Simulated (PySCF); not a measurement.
# ReO₄−: NMR shieldings

What do calculations give for the NMR shieldings of ReO₄− (`[O]=[Re-](=[O])(=[O])=[O]`)?

Computed with PySCF 2.14.0 and routines of our own; the level stands in each step. Atoms count from 0.

## 1. The starting structure

5 atoms, charge -1, multiplicity 1; geometry from: GFN2-xTB.

## 2. NMR shieldings: PBE/pcJ-1 Re:dyall-v2z, spin–orbit

Job settings and geometry (Å):

```
{"job": {"xc": "PBE", "basis": {"default": "pcJ-1", "Re": "dyall-v2z"}, "rel": "so", "kind": "hnmr"}, "charge": -1, "multiplicity": 1}
Re    -0.000030     0.000050    -0.000020
O      0.010230    -0.017420     1.692720
O      1.592590     0.010060    -0.573880
O     -0.805150     1.385830    -0.545120
O     -0.797650    -1.378510    -0.573690
```

Level: PBE/pcJ-1 Re:dyall-v2z GIAO NMR shielding, X2C with spin-orbit coupling, screened-nuclear two-electron part, Gaussian nuclei, gas phase.

Launch:

```console
OMP_NUM_THREADS=1 python heavy_run.py task.json out
```

The driver reads the jobs from task.json and runs them one after another.

Output:

```text
spin-free SCF
coarse grid: 29656 points
cycle   1  E = -16992.2816725045  dE =  2.001e+00  |g| = 4.581e+00  |ddm| = 2.632e+00
cycle   2  E = -16973.2408597480  dE =  1.904e+01  |g| = 1.375e+01  |ddm| = 1.107e+01
cycle   3  E = -16993.8501519444  dE = -2.061e+01  |g| = 2.814e+00  |ddm| = 8.928e+00
cycle   4  E = -16994.9461308302  dE = -1.096e+00  |g| = 7.967e-01  |ddm| = 1.449e+00
cycle   5  E = -16994.9479834558  dE = -1.853e-03  |g| = 6.099e-01  |ddm| = 5.370e-01
cycle   6  E = -16995.0061109567  dE = -5.813e-02  |g| = 1.432e-01  |ddm| = 3.279e-01
cycle   7  E = -16995.0084010902  dE = -2.290e-03  |g| = 7.038e-02  |ddm| = 1.066e-01
cycle   8  E = -16995.0093039116  dE = -9.028e-04  |g| = 1.331e-02  |ddm| = 3.938e-02
cycle   9  E = -16995.0093363914  dE = -3.248e-05  |g| = 1.936e-03  |ddm| = 7.706e-03
cycle  10  E = -16995.0093354663  dE =  9.251e-07  |g| = 2.824e-03  |ddm| = 2.104e-03
final grid: 60424 points
cycle  11  E = -16995.0093868514  dE = -9.111e-05  |g| = 7.485e-02  |ddm| = 7.711e-03
cycle  12  E = -16995.0088887793  dE =  4.981e-04  |g| = 5.301e-02  |ddm| = 3.293e-02
cycle  13  E = -16995.0062772214  dE =  2.612e-03  |g| = 1.293e-01  |ddm| = 9.189e-02
cycle  14  E = -16995.0094142138  dE = -3.137e-03  |g| = 2.701e-03  |ddm| = 6.533e-02
cycle  15  E = -16995.0094150637  dE = -8.498e-07  |g| = 4.373e-04  |ddm| = 1.259e-03
cycle  16  E = -16995.0094150816  dE = -1.793e-08  |g| = 2.617e-04  |ddm| = 3.184e-04
cycle  17  E = -16995.0094150909  dE = -9.277e-09  |g| = 1.313e-04  |ddm| = 1.648e-04
cycle  18  E = -16995.0094150941  dE = -3.245e-09  |g| = 1.505e-05  |ddm| = 6.671e-05
converged SCF energy = -16995.0094150941
two-component SCF
cycle   1  E = -16987.0688151418  dE = -1.699e+04  |FDS-SDF| = 4.511e+02
cycle   2  E = -17008.1680160371  dE = -2.110e+01  |FDS-SDF| = 6.368e-01
cycle   3  E = -17008.1672133787  dE =  8.027e-04  |FDS-SDF| = 1.853e-01
cycle   4  E = -17008.1592799898  dE =  7.933e-03  |FDS-SDF| = 3.330e-01
cycle   5  E = -17008.1669952334  dE = -7.715e-03  |FDS-SDF| = 9.277e-02
cycle   6  E = -17008.1684062062  dE = -1.411e-03  |FDS-SDF| = 9.840e-03
cycle   7  E = -17008.1684186149  dE = -1.241e-05  |FDS-SDF| = 1.247e-03
cycle   8  E = -17008.1684186594  dE = -4.454e-08  |FDS-SDF| = 9.835e-04
cycle   9  E = -17008.1684188336  dE = -1.742e-07  |FDS-SDF| = 1.814e-04
cycle  10  E = -17008.1684188393  dE = -5.657e-09  |FDS-SDF| = 1.652e-05
converged, E = -17008.1684188393

Field gradients (au) and densities at the nuclei (bohr^-3)
atom        Vxx        Vyy        Vzz        centre      nuclear mean
  0 Re     0.0006     0.0020    -0.0026    1551195.636    1435026.937
  1 O     -0.0781    -0.0784     0.1565        312.010        312.000
  2 O     -0.0781    -0.0784     0.1566        312.010        312.000
  3 O     -0.0780    -0.0784     0.1563        312.011        312.000
  4 O     -0.0780    -0.0785     0.1565        312.011        312.000
without picture change
  0 Re                          -0.0030                   3983695.960

Core orbital energies (eV)
atom   shell        mean    spread
  0 Re 1s       -71393.574   0.000
  0 Re 2s       -12372.956   0.000
  0 Re 3s        -2861.946   0.000
  0 Re 4s         -594.047   0.000
  0 Re 5s          -81.220   0.000
  0 Re 2p1/2    -11837.369   0.000
  0 Re 2p3/2    -10405.599   0.000
  0 Re 3p1/2     -2623.558   0.000
  0 Re 3p3/2     -2311.977   0.000
  0 Re 4p1/2      -494.629   0.000
  0 Re 4p3/2      -421.848   0.000
  0 Re 5p1/2       -51.340   0.000
  0 Re 5p3/2       -40.592   0.000
  0 Re 3d3/2     -1912.367   0.000
  0 Re 3d5/2     -1844.958   0.000
  0 Re 4d3/2      -258.788   0.000
  0 Re 4d5/2      -245.269   0.005
  0 Re 4f5/2       -39.737   0.006
  0 Re 4f7/2       -37.270   0.014

vertical triplet (scalar unrestricted SCF): 5.307 eV

Shielding tensors (ppm)
atom      isotropic    diamagn.    paramagn.     s11        s22        s33       span
  0 Re     3699.59     7892.36    -4192.77    3699.26    3699.54    3699.98       0.72
  1 O      -205.99      408.25     -614.24    -243.76    -243.56    -130.65     113.10
  2 O      -205.98      408.25     -614.23    -243.70    -243.59    -130.66     113.03
  3 O      -206.02      408.25     -614.26    -243.74    -243.66    -130.65     113.09
  4 O      -206.00      408.25     -614.24    -243.71    -243.62    -130.66     113.04
```

Wall time 75 s (1 thread of Arm Neoverse V2, shared host); peak memory 1.2 GiB.

From this job:

```csv
quantity,value
energy from spin-orbit coupling,-13.1590 Eh
```

## 3. NMR shieldings: PBE/pcJ-1 Re:dyall-v2z, spin–orbit

Job settings and geometry (Å):

```
{"job": {"xc": "PBE", "basis": {"default": "pcJ-1", "Re": "dyall-v2z"}, "rel": "so", "snso": false, "kind": "hnmr"}, "charge": -1, "multiplicity": 1}
Re    -0.000030     0.000050    -0.000020
O      0.010230    -0.017420     1.692720
O      1.592590     0.010060    -0.573880
O     -0.805150     1.385830    -0.545120
O     -0.797650    -1.378510    -0.573690
```

With the program's defaults for keys left out, this is: PBE/pcJ-1 Re:dyall-v2z GIAO NMR shielding, X2C with spin-orbit coupling, one-electron part alone, Gaussian nuclei, gas phase.

Output:

```text
spin-free SCF
coarse grid: 29656 points
cycle   1  E = -16992.2816725045  dE =  2.001e+00  |g| = 4.581e+00  |ddm| = 2.632e+00
cycle   2  E = -16973.2408597480  dE =  1.904e+01  |g| = 1.375e+01  |ddm| = 1.107e+01
cycle   3  E = -16993.8501519444  dE = -2.061e+01  |g| = 2.814e+00  |ddm| = 8.928e+00
cycle   4  E = -16994.9461308302  dE = -1.096e+00  |g| = 7.967e-01  |ddm| = 1.449e+00
cycle   5  E = -16994.9479834558  dE = -1.853e-03  |g| = 6.099e-01  |ddm| = 5.370e-01
cycle   6  E = -16995.0061109567  dE = -5.813e-02  |g| = 1.432e-01  |ddm| = 3.279e-01
cycle   7  E = -16995.0084010902  dE = -2.290e-03  |g| = 7.038e-02  |ddm| = 1.066e-01
cycle   8  E = -16995.0093039116  dE = -9.028e-04  |g| = 1.331e-02  |ddm| = 3.938e-02
cycle   9  E = -16995.0093363914  dE = -3.248e-05  |g| = 1.936e-03  |ddm| = 7.706e-03
cycle  10  E = -16995.0093354663  dE =  9.251e-07  |g| = 2.824e-03  |ddm| = 2.104e-03
final grid: 60424 points
cycle  11  E = -16995.0093868514  dE = -9.111e-05  |g| = 7.485e-02  |ddm| = 7.711e-03
cycle  12  E = -16995.0088887793  dE =  4.981e-04  |g| = 5.301e-02  |ddm| = 3.293e-02
cycle  13  E = -16995.0062772214  dE =  2.612e-03  |g| = 1.293e-01  |ddm| = 9.189e-02
cycle  14  E = -16995.0094142138  dE = -3.137e-03  |g| = 2.701e-03  |ddm| = 6.533e-02
cycle  15  E = -16995.0094150637  dE = -8.498e-07  |g| = 4.373e-04  |ddm| = 1.259e-03
cycle  16  E = -16995.0094150816  dE = -1.793e-08  |g| = 2.617e-04  |ddm| = 3.184e-04
cycle  17  E = -16995.0094150909  dE = -9.277e-09  |g| = 1.313e-04  |ddm| = 1.648e-04
cycle  18  E = -16995.0094150941  dE = -3.245e-09  |g| = 1.505e-05  |ddm| = 6.671e-05
converged SCF energy = -16995.0094150941
two-component SCF
cycle   1  E = -16986.6002085831  dE = -1.699e+04  |FDS-SDF| = 4.630e+02
cycle   2  E = -17008.9898349490  dE = -2.239e+01  |FDS-SDF| = 6.783e-01
cycle   3  E = -17008.9887209913  dE =  1.114e-03  |FDS-SDF| = 2.050e-01
cycle   4  E = -17008.9781372718  dE =  1.058e-02  |FDS-SDF| = 3.769e-01
cycle   5  E = -17008.9886767616  dE = -1.054e-02  |FDS-SDF| = 9.922e-02
cycle   6  E = -17008.9902983279  dE = -1.622e-03  |FDS-SDF| = 1.067e-02
cycle   7  E = -17008.9903129275  dE = -1.460e-05  |FDS-SDF| = 1.355e-03
cycle   8  E = -17008.9903129830  dE = -5.550e-08  |FDS-SDF| = 1.051e-03
cycle   9  E = -17008.9903131794  dE = -1.965e-07  |FDS-SDF| = 2.153e-04
cycle  10  E = -17008.9903131877  dE = -8.284e-09  |FDS-SDF| = 1.908e-05
converged, E = -17008.9903131877

Field gradients (au) and densities at the nuclei (bohr^-3)
atom        Vxx        Vyy        Vzz        centre      nuclear mean
  0 Re     0.0006     0.0020    -0.0026    1551549.790    1435375.647
  1 O     -0.0793    -0.0796     0.1590        312.011        312.000
  2 O     -0.0793    -0.0797     0.1590        312.011        312.000
  3 O     -0.0792    -0.0796     0.1588        312.011        312.000
  4 O     -0.0792    -0.0797     0.1589        312.011        312.000
without picture change
  0 Re                          -0.0030                   3983661.887

Core orbital energies (eV)
atom   shell        mean    spread
  0 Re 1s       -71392.619   0.000
  0 Re 2s       -12372.687   0.000
  0 Re 3s        -2861.863   0.000
  0 Re 4s         -594.025   0.000
  0 Re 5s          -81.210   0.000
  0 Re 2p1/2    -11867.594   0.000
  0 Re 2p3/2    -10394.067   0.000
  0 Re 3p1/2     -2630.053   0.000
  0 Re 3p3/2     -2309.425   0.000
  0 Re 4p1/2      -496.155   0.000
  0 Re 4p3/2      -421.256   0.000
  0 Re 5p1/2       -51.565   0.000
  0 Re 5p3/2       -40.501   0.000
  0 Re 3d3/2     -1918.704   0.000
  0 Re 3d5/2     -1840.857   0.000
  0 Re 4d3/2      -260.064   0.000
  0 Re 4d5/2      -244.450   0.005
  0 Re 4f5/2       -40.583   0.006
  0 Re 4f7/2       -36.641   0.014

Shielding tensors (ppm)
atom      isotropic    diamagn.    paramagn.     s11        s22        s33       span
  0 Re     3654.27     7894.47    -4240.20    3653.93    3654.20    3654.66       0.73
  1 O      -202.77      408.27     -611.04    -240.82    -240.63    -126.84     113.98
  2 O      -202.76      408.27     -611.03    -240.77    -240.66    -126.85     113.91
  3 O      -202.79      408.27     -611.06    -240.80    -240.73    -126.84     113.97
  4 O      -202.77      408.27     -611.05    -240.78    -240.69    -126.85     113.93
```

Run time: 64 s. Hardware: 1 thread of Arm Neoverse V2, shared host; peak memory 1.2 GiB.

Key values:

```csv
quantity,value
energy from spin-orbit coupling,-13.9809 Eh
```

## 4. NMR shieldings: PBE/pcJ-1 Re:dyall-v2z, spin-free

Job settings and geometry (Å):

```
{"job": {"xc": "PBE", "basis": {"default": "pcJ-1", "Re": "dyall-v2z"}, "rel": "sf", "kind": "hnmr"}, "charge": -1, "multiplicity": 1}
Re    -0.000030     0.000050    -0.000020
O      0.010230    -0.017420     1.692720
O      1.592590     0.010060    -0.573880
O     -0.805150     1.385830    -0.545120
O     -0.797650    -1.378510    -0.573690
```

Method: PBE/pcJ-1 Re:dyall-v2z GIAO NMR shielding, spin-free X2C, Gaussian nuclei, gas phase.

Output:

```text
spin-free SCF
coarse grid: 29656 points
cycle   1  E = -16992.2816725045  dE =  2.001e+00  |g| = 4.581e+00  |ddm| = 2.632e+00
cycle   2  E = -16973.2408597480  dE =  1.904e+01  |g| = 1.375e+01  |ddm| = 1.107e+01
cycle   3  E = -16993.8501519444  dE = -2.061e+01  |g| = 2.814e+00  |ddm| = 8.928e+00
cycle   4  E = -16994.9461308302  dE = -1.096e+00  |g| = 7.967e-01  |ddm| = 1.449e+00
cycle   5  E = -16994.9479834558  dE = -1.853e-03  |g| = 6.099e-01  |ddm| = 5.370e-01
cycle   6  E = -16995.0061109567  dE = -5.813e-02  |g| = 1.432e-01  |ddm| = 3.279e-01
cycle   7  E = -16995.0084010902  dE = -2.290e-03  |g| = 7.038e-02  |ddm| = 1.066e-01
cycle   8  E = -16995.0093039116  dE = -9.028e-04  |g| = 1.331e-02  |ddm| = 3.938e-02
cycle   9  E = -16995.0093363914  dE = -3.248e-05  |g| = 1.936e-03  |ddm| = 7.706e-03
cycle  10  E = -16995.0093354663  dE =  9.251e-07  |g| = 2.824e-03  |ddm| = 2.104e-03
final grid: 60424 points
cycle  11  E = -16995.0093868514  dE = -9.111e-05  |g| = 7.485e-02  |ddm| = 7.711e-03
cycle  12  E = -16995.0088887793  dE =  4.981e-04  |g| = 5.301e-02  |ddm| = 3.293e-02
cycle  13  E = -16995.0062772214  dE =  2.612e-03  |g| = 1.293e-01  |ddm| = 9.189e-02
cycle  14  E = -16995.0094142138  dE = -3.137e-03  |g| = 2.701e-03  |ddm| = 6.533e-02
cycle  15  E = -16995.0094150637  dE = -8.498e-07  |g| = 4.373e-04  |ddm| = 1.259e-03
cycle  16  E = -16995.0094150816  dE = -1.793e-08  |g| = 2.617e-04  |ddm| = 3.184e-04
cycle  17  E = -16995.0094150909  dE = -9.277e-09  |g| = 1.313e-04  |ddm| = 1.648e-04
cycle  18  E = -16995.0094150941  dE = -3.245e-09  |g| = 1.505e-05  |ddm| = 6.671e-05
converged SCF energy = -16995.0094150941
check of the scalar solution
cycle   1  E = -16995.0094150941  dE = -1.700e+04  |FDS-SDF| = 1.505e-05
cycle   2  E = -16995.0094150933  dE =  7.603e-10  |FDS-SDF| = 6.442e-05
converged, E = -16995.0094150933

Field gradients (au) and densities at the nuclei (bohr^-3)
atom        Vxx        Vyy        Vzz        centre      nuclear mean
  0 Re     0.0006     0.0020    -0.0026    1543337.743    1427325.122
  1 O     -0.0724    -0.0726     0.1450        312.010        312.000
  2 O     -0.0723    -0.0727     0.1450        312.010        312.000
  3 O     -0.0722    -0.0726     0.1448        312.010        312.000
  4 O     -0.0722    -0.0727     0.1449        312.010        312.000
without picture change
  0 Re                          -0.0031                   3984249.868

Core orbital energies (eV)
atom   shell        mean    spread
  0 Re 1s       -71408.167   0.000
  0 Re 2s       -12376.339   0.000
  0 Re 3s        -2862.923   0.000
  0 Re 4s         -594.323   0.000
  0 Re 5s          -81.297   0.000
  0 Re 2p       -10840.078   0.000
  0 Re 3p        -2407.320   0.000
  0 Re 4p         -444.031   0.000
  0 Re 5p          -43.818   0.000
  0 Re 3d        -1872.246   0.001
  0 Re 4d         -250.752   0.008
  0 Re 4f          -38.424   0.025

Shielding tensors (ppm)
atom      isotropic    diamagn.    paramagn.     s11        s22        s33       span
  0 Re      190.60     9065.68    -8875.08     190.31     190.57     190.93       0.62
  1 O      -212.13      410.43     -622.56    -233.75    -233.55    -169.08      64.67
  2 O      -212.12      410.43     -622.55    -233.69    -233.58    -169.08      64.61
  3 O      -212.15      410.43     -622.58    -233.72    -233.64    -169.08      64.64
  4 O      -212.12      410.43     -622.55    -233.69    -233.60    -169.08      64.61
```

Run time: 20 s. Hardware: 1 thread of Arm Neoverse V2, shared host; peak memory 1.1 GiB.

## 5. NMR shieldings: PBE/pcJ-1 Re:dyall-v2z, spin-free

Job settings and geometry (Å):

```
{"job": {"xc": "PBE", "basis": {"default": "pcJ-1", "Re": "dyall-v2z"}, "rel": "sf", "two": true, "kind": "hnmr"}, "charge": -1, "multiplicity": 1}
Re    -0.000030     0.000050    -0.000020
O      0.010230    -0.017420     1.692720
O      1.592590     0.010060    -0.573880
O     -0.805150     1.385830    -0.545120
O     -0.797650    -1.378510    -0.573690
```

Level: PBE/pcJ-1 Re:dyall-v2z GIAO NMR shielding, X2C without spin-orbit coupling but with the spin-dependent field terms, Gaussian nuclei, gas phase.

Output:

```text
spin-free SCF
coarse grid: 29656 points
cycle   1  E = -16992.2816725045  dE =  2.001e+00  |g| = 4.581e+00  |ddm| = 2.632e+00
cycle   2  E = -16973.2408597480  dE =  1.904e+01  |g| = 1.375e+01  |ddm| = 1.107e+01
cycle   3  E = -16993.8501519444  dE = -2.061e+01  |g| = 2.814e+00  |ddm| = 8.928e+00
cycle   4  E = -16994.9461308302  dE = -1.096e+00  |g| = 7.967e-01  |ddm| = 1.449e+00
cycle   5  E = -16994.9479834558  dE = -1.853e-03  |g| = 6.099e-01  |ddm| = 5.370e-01
cycle   6  E = -16995.0061109567  dE = -5.813e-02  |g| = 1.432e-01  |ddm| = 3.279e-01
cycle   7  E = -16995.0084010902  dE = -2.290e-03  |g| = 7.038e-02  |ddm| = 1.066e-01
cycle   8  E = -16995.0093039116  dE = -9.028e-04  |g| = 1.331e-02  |ddm| = 3.938e-02
cycle   9  E = -16995.0093363914  dE = -3.248e-05  |g| = 1.936e-03  |ddm| = 7.706e-03
cycle  10  E = -16995.0093354663  dE =  9.251e-07  |g| = 2.824e-03  |ddm| = 2.104e-03
final grid: 60424 points
cycle  11  E = -16995.0093868514  dE = -9.111e-05  |g| = 7.485e-02  |ddm| = 7.711e-03
cycle  12  E = -16995.0088887793  dE =  4.981e-04  |g| = 5.301e-02  |ddm| = 3.293e-02
cycle  13  E = -16995.0062772214  dE =  2.612e-03  |g| = 1.293e-01  |ddm| = 9.189e-02
cycle  14  E = -16995.0094142138  dE = -3.137e-03  |g| = 2.701e-03  |ddm| = 6.533e-02
cycle  15  E = -16995.0094150637  dE = -8.498e-07  |g| = 4.373e-04  |ddm| = 1.259e-03
cycle  16  E = -16995.0094150816  dE = -1.793e-08  |g| = 2.617e-04  |ddm| = 3.184e-04
cycle  17  E = -16995.0094150909  dE = -9.277e-09  |g| = 1.313e-04  |ddm| = 1.648e-04
cycle  18  E = -16995.0094150941  dE = -3.245e-09  |g| = 1.505e-05  |ddm| = 6.671e-05
converged SCF energy = -16995.0094150941
two-component SCF
cycle   1  E = -16995.0094150957  dE = -1.700e+04  |FDS-SDF| = 1.505e-05
cycle   2  E = -16995.0094150948  dE =  9.095e-10  |FDS-SDF| = 6.442e-05
converged, E = -16995.0094150948

Field gradients (au) and densities at the nuclei (bohr^-3)
atom        Vxx        Vyy        Vzz        centre      nuclear mean
  0 Re     0.0006     0.0020    -0.0026    1543337.743    1427325.122
  1 O     -0.0724    -0.0726     0.1450        312.010        312.000
  2 O     -0.0723    -0.0727     0.1450        312.010        312.000
  3 O     -0.0722    -0.0726     0.1448        312.010        312.000
  4 O     -0.0722    -0.0727     0.1449        312.010        312.000
without picture change
  0 Re                          -0.0031                   3984249.868

Core orbital energies (eV)
atom   shell        mean    spread
  0 Re 1s       -71408.167   0.000
  0 Re 2s       -12376.339   0.000
  0 Re 3s        -2862.923   0.000
  0 Re 4s         -594.323   0.000
  0 Re 5s          -81.297   0.000
  0 Re 2p1/2    -10840.078   0.000
  0 Re 2p3/2    -10840.078   0.000
  0 Re 3p1/2     -2407.320   0.000
  0 Re 3p3/2     -2407.320   0.000
  0 Re 4p1/2      -444.031   0.000
  0 Re 4p3/2      -444.031   0.000
  0 Re 5p1/2       -43.818   0.000
  0 Re 5p3/2       -43.818   0.000
  0 Re 3d3/2     -1872.247   0.000
  0 Re 3d5/2     -1872.246   0.001
  0 Re 4d3/2      -250.757   0.000
  0 Re 4d5/2      -250.749   0.000
  0 Re 4f5/2       -38.430   0.020
  0 Re 4f7/2       -38.420   0.005

Shielding tensors (ppm)
atom      isotropic    diamagn.    paramagn.     s11        s22        s33       span
  0 Re     4119.20     7844.24    -3725.05    4118.91    4119.15    4119.52       0.61
  1 O      -208.98      408.23     -617.21    -230.55    -230.34    -166.05      64.49
  2 O      -208.97      408.23     -617.20    -230.48    -230.38    -166.05      64.44
  3 O      -209.00      408.23     -617.23    -230.51    -230.44    -166.05      64.46
  4 O      -208.98      408.23     -617.21    -230.49    -230.39    -166.05      64.44
```

Run time: 51 s. Hardware: 1 thread of Arm Neoverse V2, shared host; peak memory 1.2 GiB.

(Part 1 of 2 ends here.)
